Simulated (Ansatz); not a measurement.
This script drives Ansatz's Python interface.

`torsion.py`
```python
"""Energy of C2H5BOSi as one group turns about a bond."""

import ansatz
from ase import Atoms


def main() -> None:
    atoms = Atoms(["B", "O", "C", "C", "Si", "H", "H", "H", "H", "H"], positions=[
        [-1.7835, 1.2951, 0.4139],
        [-0.3936, 1.3258, 0.051],
        [0.269, 0.132, -0.0963],
        [0.3486, -1.3076, -0.0386],
        [1.8079, -0.6444, -0.4441],
        [-2.4013, 2.3848, 0.5101],
        [-2.3914, 0.3297, 0.577],
        [-0.2634, -2.2009, 0.1237],
        [2.1357, -0.711, -1.8152],
        [2.7551, -0.6547, 0.7216],
    ])

    # start the scan from a relaxed geometry
    first = (
        ansatz.Crystal.molecule_from_ase(atoms).calculation()
        .basis(gaussian="6-31G*")
        .functional("r2scan")
        .relax(force_tolerance=0.02, max_steps=80)
    )
    atoms.positions = first.run(threads=1, pin="off").report["positions_ang"]

    start = atoms.get_dihedral(3, 2, 1, 0)
    energies = {}
    for turn in range(0, 360, 30):
        turned = atoms.copy()
        turned.set_dihedral(3, 2, 1, 0, start + turn, indices=[0, 1, 5, 6])
        job = (
            ansatz.Crystal.molecule_from_ase(turned).calculation()
            .basis(gaussian="6-31G*")
            .functional("r2scan")
        )
        energies[round((start + turn) % 360)] = job.run(threads=1, pin="off").report["free_energy_ev"]
    floor = min(energies.values())
    print("dihedral C3-C2-O1-B0 (deg)   E - E(min) (kJ/mol)")
    for angle, e in sorted(energies.items()):
        print(f"{angle:8d} {96.485332 * (e - floor):14.3f}  " + "#" * int(30 * (e - floor) / max(max(energies.values()) - floor, 1e-9)))


if __name__ == "__main__":
    main()
```

It is started by `python torsion.py`. How long does it take on 1 thread of Arm Neoverse V1, with other jobs on the host, and how much memory does it need?

It took about 3.9 min, with a peak of 0.21 GiB, for 13 runs of the engine.

```console
$ python torsion.py
dihedral C3-C2-O1-B0 (deg)   E - E(min) (kJ/mol)
       5          8.215  ######################
      35          7.008  ###################
      65          8.537  #######################
      95          9.779  ###########################
     125          6.945  ###################
     155          1.866  #####
     185          0.000
     215          3.844  ##########
     245          9.077  #########################
     275         10.819  ##############################
     305          9.159  #########################
     335          8.367  #######################
```

The scan is rigid and the energies are electronic, in a modest basis. With rigid groups the curve can differ much from the relaxed path, the start wasn't checked as a minimum of this torsion, and equivalent turns needn't return to the same energy.
